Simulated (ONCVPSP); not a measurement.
# An ONCV potential for Sr, from input to tests

Task: generate the file, and judge it by its errors in other configurations, its logarithmic derivatives, its ghosts and its cutoff.

Program: ONCVPSP 4.0.1. Reference atom: PW91, scalar-relativistic, spherical and spin-unpolarised. All values are calculated.

### Step 1. Starting point

Typed settings, in words:

| Quantity | Value |
| --- | --- |
| element | strontium (Sr, Z = 38) |
| type | optimised norm-conserving Vanderbilt (ONCV) |
| frozen core | [Ar] 3d10 |
| valence charge | 10 |
| reference configuration | 4s2 4p6 5s2 |
| partial waves | 4s+5s: rc 2.50 bohr, ncon 3, nbas 6, qcut 5.6 1/bohr, 2 projectors; 4p: rc 1.70 bohr, ncon 4, nbas 8, qcut 5.5 1/bohr, 2 projectors, debl 1.8 Ha; d scattering state at 0.08 Ha: rc 2.00 bohr, ncon 4, nbas 7, qcut 5.2 1/bohr, 1 projector |
| local potential | polynomial inside 1.30 bohr (lpopt 5, dvloc0 0 Ha) |
| core correction | not asked for |

The outer shells as boxes (Hund's rule for the drawing; the calculation is spin-unpolarised):

```
[Ar] core
3d [↑↓][↑↓][↑↓][↑↓][↑↓]
4s [↑↓]
4p [↑↓][↑↓][↑↓]
5s [↑↓]
```

### Step 2. Generation

Contents of Sr.dat:

```
# ATOM AND REFERENCE CONFIGURATION
# atsym  z   nc   nv     iexc    psfile
  Sr 38.00    6    3  -109134      upf
#
#   n    l    f
    1    0    2.00
    2    0    2.00
    2    1    6.00
    3    0    2.00
    3    1    6.00
    3    2   10.00
    4    0    2.00
    4    1    6.00
    5    0    2.00
#
# PSEUDOPOTENTIAL AND OPTIMIZATION
# lmax
    2
#
#   l,   rc,      ep,       ncon, nbas, qcut
    0    2.50    0.00    3    6    5.60
    1    1.70    0.00    4    8    5.50
    2    2.00    0.08    4    7    5.20
#
# LOCAL POTENTIAL
# lloc, lpopt,  rc(5),   dvloc0
    4    5    1.30    0.00
#
# VANDERBILT-KLEINMAN-BYLANDER PROJECTORs
# l, nproj, debl
    0    2    3.70
    1    2    1.80
    2    1    3.80
#
# MODEL CORE CHARGE
# icmod, fcfact, rcfact
    0    0.00    0.00
#
# LOG DERIVATIVE ANALYSIS
# epsh1, epsh2, depsh
   -3.00    5.00    0.02
#
# OUTPUT GRID
# rlmax, drl
    6.00    0.01
#
# TEST CONFIGURATIONS
# ncnf
    4
# nvcnf
#   n    l    f
    3
    4    0    2.00
    4    1    6.00
    5    0    1.00
#
    3
    4    0    2.00
    4    1    6.00
    5    0    0.00
#
    3
    4    0    2.00
    4    1    6.00
    5    0    1.50
#
    4
    4    0    2.00
    4    1    6.00
    5    0    0.00
    5    1    2.00
#
```

Run with:

```sh
$ oncvpsp.x < Sr.dat > Sr.out
```

**Question.** What will these runs give? Wanted: cutoffs for 1 and 0.1 mHa per electron, occupied waves; bound ghosts; GHOST(+) flags; largest test error; largest phase difference near zero energy, channels read; projector energies reset by the program.

**Answer**, as computed:

| quantity | value |
| --- | --- |
| cutoffs for 1 and 0.1 mHa per electron, occupied waves | 12 Ha and 40 Ha |
| bound ghosts | none found |
| GHOST(+) flags | s at 70 eV |
| largest test error (AE − PS) | -2.7 meV, for 4s2 4p6 5s0 |
| largest phase difference near zero energy, channels read | 0.002 rad |
| projector energies reset by the program | d: 0.050 Ha |

**Reading.** By total energies transferability is very good: the largest error is 2.7 meV on 17.0 eV, for 4s2 4p6 5s0. It counts as soft on the atom at that tolerance, with 12 Ha needed at the looser tolerance. The tighter tolerance needs 40 Ha, and converged work needs a cutoff nearer that. At the looser tolerance the 4p wave is the slowest; 4s needs 8 Ha. The program's ghost test flags no bound state. Near zero energy the phases of the channels with partial waves agree within 0.002 rad. The program also flags highly localised states, GHOST(+) (s). All of this concerns the isolated atom, not yet a solid.
